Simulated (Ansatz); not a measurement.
**C₆H₁₆F₂HfN₂: a ladder of functionals and wavefunction methods**

One table from this session's results is given with a row withheld; the runs are named, their logs left out.

Method: functionals in def2-TZVPP, the program's frozen cores in correlated methods; program: Ansatz 0.2.0, Gaussian basis.

Plan: LDA (SPW92), PBE-D4, revPBE-D4, BLYP-D4, r2SCAN-D4, B97M-V, PBE0-D4, B3LYP-D4, r2SCANh-D4, r2SCAN0-D4, HSE06-D4, BHLYP-D4, CAM-B3LYP-D4, LC-ωPBE, ωB97X-V, ωB97M-V, B2PLYP, PBE-QIDH; CCSD(T)/def2-SVP; CCSD(T)/def2-TZVPP; MP2/def2-QZVPP; extrapolation to the limit; RPA on PBE.

### Structure used throughout

An earlier PBE0-D4 in a triple-zeta def2 set relaxation fixed the geometry. Hf takes the def2 core potential; no spin-orbit term is included.

SMILES `CC(C)[NH][Hf]([F])([F])[NH]C(C)C`, 27 atoms, charge 0, spin multiplicity 1.

Atoms are counted from 1 here; the program's logs count them from 0.

Bond lengths: C1–C2 1.520 Å, C1–H12 1.091 Å, C1–H13 1.096 Å, C1–H14 1.095 Å, C2–C3 1.521 Å, C2–N4 1.456 Å, C2–H15 1.100 Å, C3–H16 1.093 Å, C3–H17 1.093 Å, C3–H18 1.093 Å, N4–Hf5 2.029 Å, N4–H19 1.014 Å, Hf5–F6 1.929 Å, Hf5–F7 1.929 Å, Hf5–N8 2.029 Å, N8–C9 1.456 Å, N8–H20 1.014 Å, C9–C10 1.521 Å and more. Angles: C2–C1–H12 111.0°, C2–C1–H13 110.7°, C2–C1–H14 111.4°, H12–C1–H13 107.3°, H12–C1–H14 107.3°, H13–C1–H14 109.0°, C1–C2–C3 111.1°, C1–C2–N4 109.1°, C1–C2–H15 107.7°, C3–C2–N4 111.5°, C3–C2–H15 108.1°, N4–C2–H15 109.3°, C2–C3–H16 110.2°, C2–C3–H17 111.1°, C2–C3–H18 111.0°, H16–C3–H17 108.6°, H16–C3–H18 108.1°, H17–C3–H18 107.8° and more.

The first run:

File in.yaml:

```yaml
crystal:
  periodic: [false, false, false]
  atoms:
    - {symbol: C, position_ang: [0.923750, 2.844199, 1.534390]}
    - {symbol: C, position_ang: [-0.527827, 2.448626, 1.750262]}
    - {symbol: C, position_ang: [-0.843359, 2.308202, 3.231365]}
    - {symbol: N, position_ang: [-0.797176, 1.213019, 1.028994]}
    - {symbol: Hf, position_ang: [0.476944, 0.092894, -0.084914]}
    - {symbol: F, position_ang: [1.215955, 1.126859, -1.535732]}
    - {symbol: F, position_ang: [1.980510, -0.504092, 0.965282]}
    - {symbol: N, position_ang: [-0.593507, -1.484769, -0.780511]}
    - {symbol: C, position_ang: [-0.149606, -2.580858, -1.629600]}
    - {symbol: C, position_ang: [-0.968669, -2.660599, -2.908552]}
    - {symbol: C, position_ang: [1.328792, -2.405488, -1.935813]}
    - {symbol: H, position_ang: [1.153481, 3.783426, 2.040382]}
    - {symbol: H, position_ang: [1.597702, 2.081359, 1.941980]}
    - {symbol: H, position_ang: [1.146019, 2.984299, 0.471425]}
    - {symbol: H, position_ang: [-1.157639, 3.252711, 1.340914]}
    - {symbol: H, position_ang: [-0.210783, 1.538351, 3.681615]}
    - {symbol: H, position_ang: [-0.674948, 3.250160, 3.760348]}
    - {symbol: H, position_ang: [-1.887328, 2.020943, 3.383829]}
    - {symbol: H, position_ang: [-1.755048, 0.911868, 1.170953]}
    - {symbol: H, position_ang: [-1.583385, -1.563489, -0.574792]}
    - {symbol: H, position_ang: [-0.268066, -3.531066, -1.087523]}
    - {symbol: H, position_ang: [-0.655426, -3.508335, -3.523942]}
    - {symbol: H, position_ang: [-0.848925, -1.743814, -3.492264]}
    - {symbol: H, position_ang: [-2.032002, -2.783937, -2.685525]}
    - {symbol: H, position_ang: [1.501287, -1.477367, -2.493619]}
    - {symbol: H, position_ang: [1.702019, -3.226799, -2.549880]}
    - {symbol: H, position_ang: [1.927267, -2.386322, -1.019093]}
basis:
  gaussian: {orbitals: def2-TZVPP}
hamiltonian: {xc: lda}
output: {orbitals: {seedname: orbitals}}
```

Launch:

```console
$ ansatz run in.yaml --threads 11 --pin off --events-out ev --progress --plain --max-ram 120832MiB --backend cuda --devices 0, --max-vram 75GiB
```

Among the steps run: LDA; PBE-D4 (GGA); revPBE-D4 (GGA); BLYP-D4 (GGA); r2SCAN-D4 (meta-GGA); B97M-V (meta-GGA); B3LYP-D4 (hybrid); r2SCANh-D4 (hybrid); r2SCAN0-D4 (hybrid); HSE06-D4 (hybrid); BHLYP-D4 (hybrid); CAM-B3LYP-D4 (range-separated); LC-ωPBE (range-separated); ωB97X-V (range-separated); ωB97M-V (range-separated); B2PLYP (double hybrid); PBE-QIDH (double hybrid).

One table of the session follows, with a row left open; its other results are not shown here.

It belongs to the step «Orbital energies across the functionals». 

| functional | HOMO (eV) | gap (eV) |
| --- | --- | --- |
| LDA (SPW92) | -5.78 | 4.19 |
| PBE-D4 | -5.59 | 4.32 |
| revPBE-D4 | -5.51 | 4.37 |
| BLYP-D4 | -5.48 | 4.33 |
| r2SCAN-D4 | -5.85 | 4.85 |
| B97M-V | -5.98 | 4.94 |
| PBE0-D4 | ? | ? |
| B3LYP-D4 | -6.72 | 6.14 |
| r2SCANh-D4 | -6.36 | 5.70 |
| r2SCAN0-D4 | -7.12 | 6.97 |
| HSE06-D4 | -6.53 | 5.82 |
| BHLYP-D4 | -8.21 | 8.77 |
| CAM-B3LYP-D4 | -8.35 | 9.04 |
| LC-ωPBE | -9.68 | 11.54 |
| ωB97X-V | -9.35 | 11.00 |
| ωB97M-V | -9.27 | 10.46 |

**Question.** Estimate the row for PBE0-D4.

**Answer.** HOMO (eV): -6.93; gap (eV): 6.61. In the column «HOMO (eV)» it lies between r2SCAN0-D4 (-7.12) and B3LYP-D4 (-6.72).
